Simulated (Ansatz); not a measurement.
# Ga2HP: the cost of one run

The runs use Ansatz 0.2.0, Gaussian basis; cc-pVDZ, core rule «outside noble gas», up to 33 orbitals frozen.

To be run: UHF; CCSD(T) on ROHF; CCSD(T) on UHF; BCCD(T) on ROHF; CISD as a restricted active space (open shells left free, so some higher excitations enter); CCSDT(Q) on ROHF; CCSDT(Q) on UHF; CASSCF and NEVPT2, 10 electrons in 10 orbitals.

16 further runs of the same task are left out: 7 that didn't finish, 9 set aside as unsound or not needed. Runs told in other sessions of the task aren't counted.

**1. The geometry**

The geometry is a PBE0/def2-TZVP stationary point (not a proven minimum) of the parent state, kept for this charge and spin. No spin-orbit coupling is included. The filled d shell of Ga may be among the frozen orbitals whatever the setting's name suggests.

4 atoms, charge 0, spin multiplicity 3.

Atoms are counted from 1 here; the program's logs count them from 0.

Bond lengths: Ga1–P3 2.384 Å, Ga2–P3 2.096 Å, Ga2–H4 1.548 Å. Angles: P3–Ga2–H4 177.0°, Ga1–P3–Ga2 95.5°.

**2. UHF**

in.yaml

```yaml
crystal:
  periodic: [false, false, false]
  atoms:
    - {symbol: Ga, position_ang: [0.000000, 0.266084, 1.711450]}
    - {symbol: Ga, position_ang: [0.000000, 0.262906, -1.608935]}
    - {symbol: P, position_ang: [0.000000, -1.233398, -0.141295]}
    - {symbol: H, position_ang: [0.000000, 1.309756, -2.749404]}
basis:
  gaussian: {orbitals: cc-pVDZ}
magnetization: {spin_polarized: true, initial_magnetization: 2}
hamiltonian: {xc: hf}
output: {orbitals: {seedname: orbitals}}
```

Run with:

```sh
$ ansatz run in.yaml --threads 1 --pin off --events-out ev --progress --plain --max-ram 2393MiB
```

**Question.** How long does this run take on 1 thread of Arm Neoverse V1, shared host, and how much memory does it need?

About 19 s, with a peak of 0.25 GiB.
